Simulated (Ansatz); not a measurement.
Born–Oppenheimer molecular dynamics of a periodic cell of 19 atoms, Cs3Pb4Cl12 (host CsPbCl3, host structure Amm2, one Cs atom removed). It starts from an unrelaxed structure (largest force component 0.15 eV/Å).

These are results of Ansatz 0.2.0, DFT PBEsol, scalar-relativistic, plane waves, PAW, not measurements. Settings: cutoff 420 eV, k mesh 1x1x1, fermi-dirac smearing 0.05 eV, no spin polarisation.

```
ensemble        : NVT, Langevin thermostat
time step       : 2 fs
steps asked     : 120
set temperature : 1500 K
friction        : 1 /fs
seed            : 87208
```

First frame:

```xyz
19
Lattice="0.0000 0.0000 11.2486 5.8128 -5.6248 5.6243 5.8128 5.6248 5.6243" Properties=species:S:1:pos:R:3
Cs 2.906 0.000 5.708
Cs 2.906 0.000 11.313
Pb 5.813 -2.814 8.517
Pb 5.813 2.814 8.517
Cl 5.813 2.146 11.329
Cl 8.719 2.808 8.520
Cl 8.719 -2.808 8.520
Cl 0.000 0.000 7.860
Cl 0.000 0.000 3.561
Cl 5.813 -2.146 11.329
Cs 8.719 0.000 16.956
Pb 5.813 2.811 14.142
Pb 5.813 -2.811 14.142
Cl 5.813 -3.478 5.705
Cl 2.906 2.808 8.520
Cl 2.906 -2.808 8.520
Cl 5.813 0.000 7.860
Cl 5.813 0.000 14.809
Cl 5.813 3.478 5.705
```

Q: What does the run give?

A: All steps were run.

| Quantity | Value |
| --- | --- |
| steps done | 120 |
| time covered | 240 fs |
| mean temperature over the second half | 1523 K |
| spread of the potential energy over the second half | 4.6 meV per atom |
| mean potential energy of the second half above the start | 16.7 meV per atom |

A run of 0.24 ps of so small a system gives no equilibrium averages. The friction is so strong that the motion is overdamped, so the time scale means little. Limits of this set-up: coarse k mesh, odd electron count without spin.

Q: What happens to the structure?

A: Mean squared displacements from the first frame to the last, about the centre of mass: Cs 0.01 Å², Pb 0.01 Å², Cl 0.07 Å². This is one draw of velocities; another would differ in detail.

Q: How do temperature and energy run in time?

A: 
| time (fs) | T (K) | potential energy less start (eV) |
| --- | --- | --- |
| 0.0 | 1421 | 0.000 |
| 20.0 | 2128 | 0.067 |
| 40.0 | 1274 | 0.065 |
| 60.0 | 1568 | 0.072 |
| 80.0 | 1381 | 0.128 |
| 100.0 | 1289 | 0.131 |
| 120.0 | 2107 | 0.155 |
| 140.0 | 1644 | 0.229 |
| 160.0 | 2297 | 0.352 |
| 180.0 | 1705 | 0.283 |
| 200.0 | 1402 | 0.321 |
| 220.0 | 1491 | 0.397 |
| 240.0 | 1526 | 0.470 |

The run took 21 min on 1 thread of Arm Neoverse V1, on a shared host, peak memory 0.83 GiB.
